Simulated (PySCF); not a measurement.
**The bond of SnSe, level by level**

The task here is to estimate one member of a computed series from the others.

The runs use PySCF 2.14.0; Sn cc-pVDZ-PP with ECP28, Se cc-pVDZ-PP with ECP10, scalar-relativistic core potentials.

Set-up of the first run:

Settings of the job:

```
atoms                         : Sn, Se
charge                        : 0
basis                         : Sn cc-pVDZ-PP with ECP28, Se cc-pVDZ-PP with ECP10
Hamiltonian                   : scalar-relativistic core potentials
basis functions               : 46
electrons treated             : 46
masses in u                   : 119.9022, 79.9165
levels                        : PBE0, PBE, r²SCAN, TPSS, B2PLYP, r²SCAN0, LC-ωPBE, HF, MP2, SCS-MP2, CCSD, CCSD(T)
grid                          : 80 radial by 434 angular points
occupations                   : held fixed by the projection of orbital angular momentum
dissociation limit            : Sn + Se, each in its ground configuration
starting distance in angstrom : 2.465
values of 2S to try           : 0, 2, 4
```

Started as:

```bash
$ OMP_NUM_THREADS=1 python dia.py task.json out
```

Steps of the session up to this table: Input; The PBE0 curve of the state that the search chose; Higher solutions at PBE0; PBE (GGA); r²SCAN (meta-GGA); TPSS (meta-GGA); B2PLYP (double hybrid); r²SCAN0 (hybrid meta-GGA); LC-ωPBE; RHF (mean field); MP2 and coupled cluster.

One table of the session follows, with a row left open; its other results are not shown here.

It belongs to the step «Constants by level of theory». 

```
      level  Re (Å)  ωe (cm⁻¹)  De (eV)
        RHF   2.315        361     2.18
    RHF-MP2   2.354        332     4.21
RHF-SCS-MP2       ?          ?        ?
   RHF-CCSD   2.348        337     3.81
RHF-CCSD(T)   2.368        319     4.07
        PBE   2.371        315     4.84
       TPSS   2.361        320     4.74
     r²SCAN   2.346        330     4.61
       PBE0   2.338        337     4.47
    r²SCAN0   2.325        345     4.30
    LC-ωPBE   2.296        367     3.94
     B2PLYP   2.363        319     4.46
```

Estimate the missing values for RHF-SCS-MP2.

The run gave: Re (Å): 2.354; ωe (cm⁻¹): 332; De (eV): 4.04.

De is counted to Sn + Se in their ground configurations.
